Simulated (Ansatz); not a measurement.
# SiAsH4 (doublet): the correlation ladder at a displaced geometry (v1), cc-pVDZ

One table from this session's results is given with a row withheld; the runs are named, their logs left out.

Method: cc-pVDZ, core rule «outside noble gas», up to 19 orbitals frozen; program: Ansatz 0.2.0, Gaussian basis.

The runs, in order: UHF; CCSD(T) on ROHF; CCSD(T) on UHF; BCCD(T) on ROHF; CISD; CCSDT(Q) on ROHF; CCSDT(Q) on UHF.

23 further runs of the same task are left out: 1 for a known fault of the program, 8 that didn't finish, 14 set aside as unsound or not needed.

## What is computed

The geometry is a PBE0/def2-TZVP stationary point (not a proven minimum) with its atoms shifted at random (size 0.040 Å). No spin-orbit coupling is included. The filled d shell of As may be among the frozen orbitals whatever the setting's name suggests; the logs give the count.

6 atoms, charge 0, spin multiplicity 2.

Atoms are counted from 1 here; the program's logs count them from 0.

Bond lengths: Si1–As2 2.368 Å, Si1–H3 1.462 Å, Si1–H4 1.443 Å, As2–H5 1.589 Å, As2–H6 1.547 Å. Angles: As2–Si1–H3 106.7°, As2–Si1–H4 109.2°, H3–Si1–H4 108.7°, Si1–As2–H5 96.1°, Si1–As2–H6 94.5°, H5–As2–H6 88.9°.

Coordinates:

```xyz
6

Si   -0.1227    0.0113    1.6916
As    0.0589   -0.0049   -0.6690
H     0.6108   -1.1555    2.1784
H     0.5080    1.2016    2.2082
H    -1.0689   -1.0962   -0.9164
H    -1.0052    1.0988   -0.8792
```

The first run:

Input file in.yaml:

```yaml
crystal:
  periodic: [false, false, false]
  atoms:
    - {symbol: Si, position_ang: [-0.122719, 0.011265, 1.691568]}
    - {symbol: As, position_ang: [0.058855, -0.004877, -0.668966]}
    - {symbol: H, position_ang: [0.610817, -1.155536, 2.178374]}
    - {symbol: H, position_ang: [0.508039, 1.201590, 2.208175]}
    - {symbol: H, position_ang: [-1.068913, -1.096207, -0.916429]}
    - {symbol: H, position_ang: [-1.005203, 1.098782, -0.879246]}
basis:
  gaussian: {orbitals: cc-pVDZ}
magnetization: {spin_polarized: true, initial_magnetization: 1}
hamiltonian: {xc: hf}
output: {orbitals: {seedname: orbitals}}
```

Run with:

```
ansatz run in.yaml --threads 1 --pin off --events-out ev --progress --plain --max-ram 2393MiB
```

Steps of the session up to this table: UHF; CCSD(T) on ROHF; CCSD(T) on UHF; BCCD(T) on ROHF; CISD; CCSDT(Q) on ROHF; CCSDT(Q) on UHF.

One of the session's tables, all rows but one given; the rest of the session is left out.

| method | from UCCSDT(Q) (kcal/mol) |
| --- | --- |
| ROHF | +159.55 |
| UHF | +158.40 |
| RMP2 | ? |
| UMP2 | +32.31 |
| CISD | +19.80 |
| RCCSD | +5.28 |
| UCCSD | +5.25 |
| RCCSD(T) | +0.98 |
| UCCSD(T) | +0.97 |
| BCCD(T) | +0.95 |
| RCCSDT | +0.23 |
| UCCSDT | +0.22 |
| RCCSDT(Q) | +0.02 |
| UCCSDT(Q) | 0 |

Q: Estimate the row for RMP2 from the others.

As computed: from UCCSDT(Q) (kcal/mol): +32.43. In the column «from UCCSDT(Q) (kcal/mol)» it lies between UMP2 (+32.31) and UHF (+158.40).

Limits of these values: Restricted and unrestricted rows rest on different reference determinants; where their highest levels disagree by more than a few hundredths of an eV, they describe different states and don't form one ladder.
